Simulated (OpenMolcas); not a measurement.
# Au: CASSCF and CASPT2 terms and fine-structure levels

Wanted: the level scheme of Au from active-space wave functions, then second-order correlation under several settings.

Program: OpenMolcas 26.06. Level of theory: state-averaged CASSCF and CASPT2, spin-orbit coupling by RASSI with atomic mean-field integrals. These are calculated values, not measurements, unless marked.

## (1) The atom as given

- Species: Au (gold, Z = 79, 79 electrons)
- Basis: ANO-RCC-VDZ [7s6p4d1f], 52 functions
- Scalar Hamiltonian: DKH4, point nucleus
- Inactive shells: 1s 2s 2p 3s 3p 3d 4s 4p 4d 4f 5s 5p
- Active space: 11 electrons in 6 orbitals (5d 6s)
- Some configurations of this space: 5d9 6s2, 5d10 6s
- Orbitals: optimised for the ground-state spin in each parity, averaged over the low roots

The outer shells:

5d9 6s2
```
5d [↑↓][↑↓][↑↓][↑↓][↑ ]
6s [↑↓]
```

5d10 6s
```
5d [↑↓][↑↓][↑↓][↑↓][↑↓]
6s [↑ ]
```

Each step is its own input file, run in one work folder so that later steps find the files of earlier ones. Labels, J, g values, rates, χT and fits are worked out afterwards by a script from the matrices that RASSI stores.

## (2) One- and two-electron integrals

Input file a.inp:

```
&GATEWAY
Coord
1

Au 0.0 0.0 0.0
Basis=ANO-RCC-VDZ
Group=XYZ
NoMove
AngMom=0.0 0.0 0.0
AMFI
&SEWARD
Relativistic=R04O02
```

The run is started by

```bash
> OMP_NUM_THREADS=1 MOLCAS_MEM=2252 MOLCAS_PROJECT=a pymolcas a.inp > a.log
```

## (3) Reference wave functions, doublets of even parity, 6 roots

Input file a.inp:

```
&RASSCF
FileOrb=start.orb
Symmetry=1
Spin=2
nActEl=11 0 0
Inactive=15 19
Ras2=6 0
CIRoot=6 6 1
SDav=6
CIMx=300
Iter=120 100
PrWF=0.3
OrbListing=Nothing
MaxOrb=0
Atom
>>> COPY $Project.JobIph JOB001
```

start.orb holds the contracted functions of the basis, ordered by shell, or the orbitals of the step before.

## (4) State interaction with spin-orbit coupling

Input file a.inp:

```
&RASSI
NrOfJobIphs=1 6
1 2 3 4 5 6
IphNames
JOB001
EJob
SpinOrbit
DIPRint=1.0
SOCoupling=1000.0
Subsets=2
MEES
Property=10
'ANGMOM' 1 'ANGMOM' 2 'ANGMOM' 3 'MLTPL  1' 1 'MLTPL  1' 2 'MLTPL  1' 3
'AMFI' 1 'AMFI' 2 'AMFI' 3 'MLTPL  2' 6
SOProperty=3
'ANGMOM' 1 'ANGMOM' 2 'ANGMOM' 3
```

## (5) CASPT2: IPEA 0.6, imaginary shift 0.25 (closed shells correlated: 5s 5p)

Input file a.inp:

```
>>> COPY JOB001 $Project.JobIph
&CASPT2
Multistate=6 1 2 3 4 5 6
Frozen=14 16
IPEA=0.6
Imaginary=0.25
MaxIter=60
WThr=0.0 0.3 0.05
PrWF=0.5
NoMix
```

## (6) CASPT2: IPEA 0.3, sigma1 regulariser 0.15 (closed shells correlated: 5s 5p)

Edit a.inp of step 5 so:

```diff
@@ -4,4 +4,4 @@
 Frozen=14 16
-IPEA=0.6
-Imaginary=0.25
+IPEA=0.3
+Sig1=0.15
 MaxIter=60
```

## (7) CASPT2: IPEA 0.3 (closed shells correlated: 5s 5p)

Edit a.inp of step 6 so:

```diff
@@ -5,3 +5,2 @@
 IPEA=0.3
-Sig1=0.15
 MaxIter=60
```

(Steps that only read results are left out.)

Before running it: what results should come out? Wanted: lowest level; first excited level; strongest of the lines computed, by gA.

**Answer**, as computed:

| quantity | value |
| --- | --- |
| method | SS-CASPT2, IPEA 0.6, imaginary shift 0.25 (closed shells correlated: 5s 5p) |
| lowest level | 5d10 6s 2S 1/2, 100 % of that term, g = 2.002 |
| ground level listed by NIST | 2S1/2 |
| first excited level | 5d9 6s2 2D 5/2 at 0.976 eV |
| strongest of the lines computed, by gA (one parity, so forbidden lines), at SS-CASPT2 energies | 5d9 6s2 2D 3/2 → 5d9 6s2 2D 5/2, 807.2 nm, A = 3.09e+01 s⁻¹ |

What each method costs and misses:

| method | time of its own steps | time with the reference | mean absolute difference from the measured levels (cm-1) |
| --- | --- | --- | --- |
| A. CASSCF | 3.5 s | 3.5 s | 3200 |
| B. SS-CASPT2, IPEA 0.6, imaginary shift 0.25, +5s 5p | 0.52 s | 4 s | 1200 |
| C. SS-CASPT2, IPEA 0.3, sigma1 regulariser 0.15, +5s 5p | 0.67 s | 4.1 s | 1100 |
| D. SS-CASPT2, IPEA 0.3, +5s 5p | 0.57 s | 4 s | 1100 |

Times are of one thread on a shared host.

Method D lies closest to the measured levels (1100 cm⁻¹ on average, level with C) and A farthest (3200). Only the configurations of the active space and the roots asked for are present. CASPT2 does not keep the components of a term degenerate, and the means are used. Configurations with different d counts are hard to place against each other, and can be off by thousands to tens of thousands of cm-1. Levels of other configurations are missing from the list.
